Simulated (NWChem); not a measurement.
# CH6Ge (methyl germane): MP2/jorge-DZP, part 2 of 2

NWChem 7.3.0. The steps go on from the part before.

## (3) The doublet cation at the same level

a.nw

```
start a
memory stack 880 mb heap 220 mb global 1100 mb
charge 1

geometry units angstroms noautosym nocenter noautoz
 C       -0.310900       0.190300      -0.971400
 Ge       0.296900      -0.181900       0.846700
 H       -1.380100       0.404200      -0.976500
 H        0.218800       1.052200      -1.378400
 H       -0.124600      -0.669400      -1.616000
 H        0.030700       1.028200       1.760100
 H        1.807100      -0.479600       0.857700
 H       -0.445700      -1.401200       1.422100
end

basis "ao basis" spherical bse
 * library jorge-DZP
end

scf
 nopen 1
 uhf
 thresh 1e-08
 maxiter 80
 noprint "final vectors analysis"
end

mp2
 freeze core 10
 tight
end

task mp2 energy
```

Command:

```bash
$ nwchem a.nw > a.out
```

The log of the run:

```text
Northwest Computational Chemistry Package (NWChem) 7.3.0
             --------------------------------------------------------

           Job information
           ---------------

    nwchem branch   = 7.3.0
    use scalapack   = T
    input           = a.nw
    prefix          = a.
    data base       = ./a.db
    status          = startup
    nproc           =        1

           Memory information
           ------------------

    heap     =     28835834 doubles =      220.0 Mbytes
    stack    =    115343359 doubles =      880.0 Mbytes
    global   =    144179200 doubles =     1100.0 Mbytes (distinct from heap & stack)
    total    =    288358393 doubles =     2200.0 Mbytes
    verify   = yes
    hardfail = no

           Directory information
           ---------------------

  0 permanent = .
  0 scratch   = .

                                NWChem Input Module
                                -------------------

 Scaling coordinates for geometry "geometry" by  1.889725989
 (inverse scale =  0.529177249)

                             Geometry "geometry" -> ""
                             -------------------------

 Output coordinates in angstroms (scale by  1.889725989 to convert to a.u.)

  No.       Tag          Charge          X              Y              Z
 ---- ---------------- ---------- -------------- -------------- --------------
    1 C                    6.0000    -0.31090000     0.19030000    -0.97140000
    2 Ge                  32.0000     0.29690000    -0.18190000     0.84670000
    3 H                    1.0000    -1.38010000     0.40420000    -0.97650000
    4 H                    1.0000     0.21880000     1.05220000    -1.37840000
    5 H                    1.0000    -0.12460000    -0.66940000    -1.61600000
    6 H                    1.0000     0.03070000     1.02820000     1.76010000
    7 H                    1.0000     1.80710000    -0.47960000     0.85770000
    8 H                    1.0000    -0.44570000    -1.40120000     1.42210000

      Atomic Mass
      -----------

      C                 12.000000
      Ge                73.921900
      H                  1.007825

 Effective nuclear repulsion energy (a.u.)     119.9949156512

            Nuclear Dipole moment (a.u.)
            ----------------------------
        X                 Y               Z
 ---------------- ---------------- ----------------
    14.6295027132    -8.9659939254    40.3173039664

            XYZ format geometry
            -------------------
     8
 geometry
 C                    -0.31090000     0.19030000    -0.97140000
 Ge                    0.29690000    -0.18190000     0.84670000
 H                    -1.38010000     0.40420000    -0.97650000
 H                     0.21880000     1.05220000    -1.37840000
 H                    -0.12460000    -0.66940000    -1.61600000
 H                     0.03070000     1.02820000     1.76010000
 H                     1.80710000    -0.47960000     0.85770000
 H                    -0.44570000    -1.40120000     1.42210000

 ==============================================================================
                                internuclear distances
 ------------------------------------------------------------------------------
       center one      |      center two      | atomic units |  angstroms
 ------------------------------------------------------------------------------
    2 Ge               |   1 C                |     3.69026  |     1.95280
    3 H                |   1 C                |     2.06055  |     1.09040
    4 H                |   1 C                |     2.06067  |     1.09046
    5 H                |   1 C                |     2.06084  |     1.09055
    6 H                |   2 Ge               |     2.90889  |     1.53932
    7 H                |   2 Ge               |     2.90886  |     1.53930
    8 H                |   2 Ge               |     2.90873  |     1.53923
 ------------------------------------------------------------------------------
                         number of included internuclear distances:          7
 ==============================================================================

 ==============================================================================
                                 internuclear angles
 ------------------------------------------------------------------------------
        center 1       |       center 2       |       center 3       |  degrees
 ------------------------------------------------------------------------------
    2 Ge               |   1 C                |   3 H                |   110.30
    2 Ge               |   1 C                |   4 H                |   110.30
    2 Ge               |   1 C                |   5 H                |   110.30
    3 H                |   1 C                |   4 H                |   108.63
    3 H                |   1 C                |   5 H                |   108.63
    4 H                |   1 C                |   5 H                |   108.63
    1 C                |   2 Ge               |   6 H                |   110.41
    1 C                |   2 Ge               |   7 H                |   110.42
    1 C                |   2 Ge               |   8 H                |   110.42
    6 H                |   2 Ge               |   7 H                |   108.51
    6 H                |   2 Ge               |   8 H                |   108.51
    7 H                |   2 Ge               |   8 H                |   108.51
 ------------------------------------------------------------------------------
                            number of included internuclear angles:         12
 ==============================================================================

 Summary of "ao basis" -> "" (spherical)
 ------------------------------------------------------------------------------
       Tag                 Description            Shells   Functions and Types
 ---------------- ------------------------------  ------  ---------------------
 *                         jorge-DZP                  on all atoms

                      Basis "ao basis" -> "ao basis" (spherical)
                      -----
  [basis functions not shown]

 Summary of "ao basis" -> "ao basis" (spherical)
 ------------------------------------------------------------------------------
       Tag                 Description            Shells   Functions and Types
 ---------------- ------------------------------  ------  ---------------------
 C                         jorge-DZP                 7       15   4s2p1d
 Ge                        jorge-DZP                17       43   8s6p2d1f
 H                         jorge-DZP                 3        5   2s1p

                                 NWChem SCF Module
                                 -----------------

  ao basis        = "ao basis"
  functions       =    88
  atoms           =     8
  alpha electrons =    22
  beta  electrons =    21
  charge          =   1.00
  wavefunction    = UHF
  input vectors   = atomic
  output vectors  = ./a.movecs
  use symmetry    = F
  symmetry adapt  = F

 Summary of "ao basis" -> "ao basis" (spherical)
 ------------------------------------------------------------------------------
       Tag                 Description            Shells   Functions and Types
 ---------------- ------------------------------  ------  ---------------------
 C                         jorge-DZP                 7       15   4s2p1d
 Ge                        jorge-DZP                17       43   8s6p2d1f
 H                         jorge-DZP                 3        5   2s1p

 Forming initial guess at       0.1s

      Superposition of Atomic Density Guess
      -------------------------------------

 Sum of atomic energies:       -2115.89789693

 Renormalizing density from      44.00 to     43

      Non-variational initial energy
      ------------------------------

 Total energy =   -2087.165626
 1-e energy   =   -3114.663573
 2-e energy   =     907.503031
 HOMO         =      -0.719841
 LUMO         =      -0.230252

 Starting SCF solution at       0.6s

 ----------------------------------------------
         Quadratically convergent UHF

 Convergence threshold     :          1.000E-08
 Maximum no. of iterations :           80
 Integral*density screening:          1.000E-10
 ----------------------------------------------

              iter       energy          gnorm     gmax       time
             ----- ------------------- --------- --------- --------
                 1    -2115.7913732220  4.22D+00  8.55D-01      1.6
                 2    -2116.1618736040  1.02D+00  2.54D-01      2.7
                 3    -2116.2076342224  6.88D-01  1.44D-01      3.7
                 4    -2116.2231486232  4.57D-01  1.20D-01      4.7
                 5    -2116.2313755951  2.36D-01  5.03D-02      6.7
                 6    -2116.2342831372  2.11D-02  1.13D-02      9.4
  ga_iter_lsolve: convergence stagnant ... aborting solve

 Disabled NR: increased maxiter to  90

                 7    -2116.2355098310  6.50D-02  1.18D-02     14.2
                 8    -2116.2367446719  7.63D-02  1.40D-02     16.2
                 9    -2116.2396275917  1.32D-01  2.45D-02     19.3
                10    -2116.2432646525  1.22D-01  4.09D-02     22.4
                11    -2116.2504510243  1.53D-01  3.56D-02     24.4
                12    -2116.2582544712  1.34D-01  3.15D-02     26.4
                13    -2116.2636197628  9.56D-02  1.53D-02     28.5
                14    -2116.2650072531  6.77D-02  1.31D-02     30.9
                15    -2116.2654455794  3.80D-02  7.29D-03     32.9
                16    -2116.2655826664  1.92D-02  2.86D-03     35.0
                17    -2116.2656360746  7.57D-03  1.19D-03     37.0
                18    -2116.2656506772  3.97D-03  5.10D-04     38.9
                19    -2116.2656530090  2.93D-03  5.82D-04     41.0
                20    -2116.2656538691  2.07D-03  4.00D-04     42.9
                21    -2116.2656542934  1.13D-03  1.49D-04     44.8
                22    -2116.2656544595  4.31D-04  7.22D-05     46.9
                23    -2116.2656545073  3.36D-04  4.44D-05     48.9
                24    -2116.2656545187  2.04D-04  3.96D-05     50.9
                25    -2116.2656545219  9.66D-05  1.65D-05     51.8
                26    -2116.2656545227  8.11D-05  1.32D-05     53.8
                27    -2116.2656545230  3.04D-05  5.53D-06     54.9
                28    -2116.2656545231  2.80D-05  4.98D-06     56.8
                29    -2116.2656545231  2.16D-05  4.04D-06     58.8
                30    -2116.2656545231  1.58D-05  3.03D-06     60.7
                31    -2116.2656545231  3.61D-06  4.18D-07     62.8
                32    -2116.2656545231  5.48D-06  1.15D-06     64.7
                33    -2116.2656545231  1.48D-06  2.98D-07     66.7
                34    -2116.2656545231  6.14D-07  9.34D-08     68.7
                35    -2116.2656545231  2.28D-07  3.79D-08     69.7
                36    -2116.2656545231  1.11D-07  1.71D-08     71.6
                37    -2116.2656545231  7.23D-08  1.36D-08     73.6
                38    -2116.2656545231  3.40D-08  5.41D-09     75.6
                39    -2116.2656545231  1.38D-08  2.63D-09     76.6
                40    -2116.2656545231  8.66D-09  1.54D-09     78.7

       Final UHF  results
       ------------------

         Total SCF energy =  -2116.265654523144
      One electron energy =  -3177.097211898041
      Two electron energy =    940.836641723683
 Nuclear repulsion energy =    119.994915651213

                       Sz =      0.5000
                 Sz(Sz+1) =      0.7500
                      S^2 =      0.7587

        Time for solution =     78.1s

          Final alpha eigenvalues
          -----------------------

              1
    1 -405.4884
    2  -52.3995
    3  -46.4932
    4  -46.4899
    5  -46.4899
    6  -11.5434
    7   -7.4491
    8   -5.4317
    9   -5.4198
   10   -5.4198
   11   -1.9033
   12   -1.8954
   13   -1.8954
   14   -1.8859
   15   -1.8858
   16   -1.2770
   17   -0.9805
   18   -0.8588
   19   -0.8588
   20   -0.7784
   21   -0.6935
   22   -0.6935
   23   -0.0677
   24   -0.0273
   25   -0.0190
   26   -0.0190
   27    0.0177
   28    0.0232
   29    0.0232
   30    0.2390
   31    0.2390
   32    0.2540

          Final beta eigenvalues
          ----------------------

              1
    1 -405.4877
    2  -52.3990
    3  -46.4899
    4  -46.4897
    5  -46.4897
    6  -11.5263
    7   -7.4473
    8   -5.4225
    9   -5.4201
   10   -5.4201
   11   -1.8943
   12   -1.8931
   13   -1.8931
   14   -1.8860
   15   -1.8860
   16   -1.1886
   17   -0.9237
   18   -0.8411
   19   -0.8410
   20   -0.6769
   21   -0.6768
   22   -0.3354
   23   -0.0472
   24   -0.0117
   25   -0.0117
   26   -0.0046
   27    0.0323
   28    0.0323
   29    0.0494
   30    0.2455
   31    0.2455
   32    0.3116

 center of mass
 --------------
 x =   0.37650427 y =  -0.23072548 z =   1.04796988

 moments of inertia (a.u.)
 ------------------
         192.698864045815          10.439497788886         -50.995922508619
          10.439497788886         203.353467471327          31.226880612314
         -50.995922508619          31.226880612314          57.203667950790

  Mulliken analysis of the total density
  --------------------------------------

    Atom       Charge   Shell Charges
 -----------   ------   -------------------------------------------------------
    1 C    6     6.40   0.93  1.05  0.69  0.66  2.42  0.62  0.03
    2 Ge  32    31.16   0.37  0.72  0.87  1.04  0.97  2.02  0.77  0.57  2.49  2.53  1.21  5.77  0.95  0.89  8.24  1.76  0.00
    3 H    1     0.78   0.69  0.06  0.03
    4 H    1     0.78   0.69  0.06  0.03
    5 H    1     0.78   0.69  0.06  0.03
    6 H    1     1.03   0.73  0.28  0.02
    7 H    1     1.03   0.73  0.28  0.02
    8 H    1     1.03   0.73  0.28  0.02

  Mulliken analysis of the alpha density
  --------------------------------------

    Atom       Charge   Shell Charges
 -----------   ------   -------------------------------------------------------
    1 C    6     3.60   0.46  0.53  0.36  0.35  1.49  0.39  0.02
    2 Ge  32    15.62   0.18  0.36  0.43  0.52  0.49  1.01  0.38  0.25  1.25  1.27  0.60  2.88  0.54  0.45  4.12  0.88  0.00
    3 H    1     0.39   0.35  0.02  0.02
    4 H    1     0.39   0.35  0.02  0.02
    5 H    1     0.39   0.35  0.02  0.02
    6 H    1     0.54   0.39  0.14  0.01
    7 H    1     0.54   0.39  0.14  0.01
    8 H    1     0.54   0.39  0.14  0.01

   Mulliken analysis of the beta density
   -------------------------------------

    Atom       Charge   Shell Charges
 -----------   ------   -------------------------------------------------------
    1 C    6     2.80   0.46  0.53  0.33  0.31  0.93  0.23  0.01
    2 Ge  32    15.54   0.18  0.36  0.43  0.52  0.49  1.01  0.38  0.31  1.25  1.27  0.60  2.88  0.41  0.45  4.12  0.88  0.00
    3 H    1     0.40   0.35  0.04  0.01
    4 H    1     0.40   0.35  0.04  0.01
    5 H    1     0.40   0.35  0.04  0.01
    6 H    1     0.49   0.35  0.13  0.01
    7 H    1     0.49   0.35  0.13  0.01
    8 H    1     0.49   0.35  0.13  0.01

   Mulliken analysis of the spin density
   -------------------------------------

    Atom       Charge   Shell Charges
 -----------   ------   -------------------------------------------------------
    1 C    6     0.79   0.00 -0.00  0.03  0.04  0.55  0.16  0.01
    2 Ge  32     0.08  -0.00 -0.00  0.00 -0.00  0.00 -0.00  0.00 -0.06  0.00  0.00  0.00 -0.00  0.13  0.00  0.00  0.00  0.00
    3 H    1    -0.01   0.00 -0.01  0.00
    4 H    1    -0.01   0.00 -0.01  0.00
    5 H    1    -0.01   0.00 -0.01  0.00
    6 H    1     0.05   0.04  0.01  0.00
    7 H    1     0.05   0.04  0.01  0.00
    8 H    1     0.05   0.04  0.01  0.00

       Multipole analysis of the density wrt the origin
       ------------------------------------------------

     L   x y z        total         alpha         beta         nuclear
     -   - - -        -----         -----         ----         -------
     0   0 0 0      1.000000    -22.000000    -21.000000     44.000000

     1   1 0 0     -0.063339     -7.270260     -7.422581     14.629503
     1   0 1 0      0.038558      4.455653      4.548899     -8.965994
     1   0 0 1     -0.267738    -20.025654    -20.559388     40.317304

     2   2 0 0    -16.817613    -24.860935    -23.503519     31.546841
     2   1 1 0     -0.329779      4.507907      4.225652     -9.063338
     2   1 0 1      1.616998    -21.445620    -20.054267     43.116884
     2   0 2 0    -17.154147    -20.262885    -19.193486     22.302224
     2   0 1 1     -0.989741     13.135072     12.283864    -26.408677
     2   0 0 2    -12.497844    -80.084278    -74.982955    142.569389

                   NWChem MP2 Semi-direct Energy/Gradient Module
                   ---------------------------------------------

  Basis functions       =     88
  Molecular orbitals    =     88
  Frozen core           =     10
  Frozen virtuals       =      0
  Active alpha occupied =     12
  Active beta occupied  =     11
  Active alpha virtual  =     66
  Active beta virtual   =     67
  Use MO symmetry       = F
  Use skeleton AO sym   = F

  AO/Fock/Back tols     =   1.0D-11  1.0D-11  1.0D-11

 GA uses MA = F    GA memory limited = T

 Available:
  local mem=  1.26D+08
 global mem=  1.44D+08
 local disk=  0.00D+00
   1 passes of  12:        4194304                      55381                  10474849.
   1 passes of  12: M    126148109           G      144163712           F     121953805.

 Semi-direct pass number   1 of   1  for UHF alpha       at       78.7s
 Done moints_semi at       81.8s
 Done maket at       81.9s
 Done multipass loop at       81.9s

 GA uses MA = F    GA memory limited = T

 Available:
  local mem=  1.26D+08
 global mem=  1.44D+08
 local disk=  0.00D+00
   1 passes of  11:        4194304                      52633                   9748354.
   1 passes of  11: M    126148109           G      144163712           F     121953805.

 Semi-direct pass number   1 of   1  for UHF beta        at       81.9s
 Done moints_semi at       84.9s
 Done maket at       85.0s
 Done multipass loop at       85.0s

          -------------------------------------------
          SCF energy               -2116.265654523144
          Correlation energy          -0.496469935469
          Singlet pairs                0.000000000000
          Triplet pairs                0.000000000000
          Total MP2 energy         -2116.762124458613
          -------------------------------------------

          ---------------------------------------------------
                    Spin Component Scaled (SCS) MP2
          Same spin pairs                     -0.145148366179
          Same spin scaling factor             0.333333333333
          Opposite spin pairs                 -0.351321569289
          Opposite spin scaling fact.          1.200000000000
          SCS-MP2 correlation energy          -0.469968671874
          Total SCS-MP2 energy             -2116.735623195018
          ---------------------------------------------------

 -----------------------
 Task  times  cpu:       85.0s     wall:       85.0s
 Total times  cpu:       85.0s     wall:       85.0s
```

Wall time 86 s (1 thread of AMD EPYC 7R13 (Zen 3), shared host); peak memory 0.21 GiB.

## (4) Summary of results

What follows sums up all 2 parts.

At MP2/jorge-DZP, 10 core orbitals frozen:

| quantity | value |
| --- | --- |
| singlet CH6Ge: total energy | -2117.17866 Eh |
| singlet CH6Ge: correlation energy (10 core orbitals frozen) | -527.8 mEh |
| doublet cation: total energy | -2116.76212 Eh |
| doublet cation: correlation energy (10 core orbitals frozen) | -496.5 mEh |
| doublet cation: ⟨S²⟩ of the reference determinant | 0.759 |
| vertical ionisation energy (to the doublet cation) | 11.334 eV |

**Reading.** Removing an electron at fixed nuclei costs 11.33 eV (261 kcal/mol).
